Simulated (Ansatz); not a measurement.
C2H6AsN, SMILES C=N[AsH]C: vertical spin-state energies, run with the Ansatz DFT code, driven from Python.

The script, `spin.py`:
```python
"""Vertical spin-state energies of C2H6AsN."""

import ansatz as az

GEOMETRY = """
C    -0.80050    1.99640   -0.07900
N    -0.63110    0.79910   -0.33460
As   -0.10780   -0.37310    1.02510
C     0.50130   -1.76380   -0.25580
H    -0.72160    2.43610    0.89230
H    -1.16510    2.71480   -0.89420
H     1.39710    0.22480    1.07190
H    -0.45100   -2.20160   -0.69810
H     1.00920   -2.54780    0.31150
H     1.05250   -1.33610   -1.03630
"""


def main() -> None:
    mol = az.Crystal.molecule()
    for line in GEOMETRY.strip().splitlines():
        symbol, *xyz = line.split()
        mol = mol.atom(symbol, [float(v) for v in xyz])

    job = mol.calculation().basis(gaussian="cc-pVDZ").correlation("mp2")
    found = {}
    for unpaired in [0, 2]:
        summary = job.spin("collinear", total=unpaired).run(threads=1).report
        s = unpaired / 2
        found[unpaired] = summary["free_energy_ev"]
        print(f"2S+1 = {unpaired + 1}: E = {found[unpaired]:.5f} eV, <S^2> = {abs(summary['mean_field']['state']['spin_squared']):.3f} (pure state {s * (s + 1):.2f})")
    lowest = min(found, key=found.get)
    for unpaired, e in found.items():
        print(f"multiplicity {unpaired + 1}: {23.060548 * (e - found[lowest]):.1f} kcal/mol above the lowest")


if __name__ == "__main__":
    main()
```

Which spin state is lowest at this geometry, and how far above lie the others?

In order: multiplicity 1 (+0.00 eV) and multiplicity 3 (+4.36 eV), all at the one geometry.

The run itself:

```console
$ python spin.py
2S+1 = 1: E = -64446.82845 eV, <S^2> = 0.000 (pure state 0.00)
2S+1 = 3: E = -64442.47210 eV, <S^2> = 2.023 (pure state 2.00)
multiplicity 1: 0.0 kcal/mol above the lowest
multiplicity 3: 100.5 kcal/mol above the lowest
```

Notes:
- The settings weren't tested for convergence.
- The geometry is a force-field or estimated start, not a minimum of this method, and the basis set is short of its limit. All parts are taken at fixed geometry, without zero-point energy.
- S² is that of the Hartree-Fock reference.
- The whole script took 13 s on 1 thread of Intel(R) Xeon(R) Processor @ 2.30GHz (shared host), peak memory 0.46 GiB.
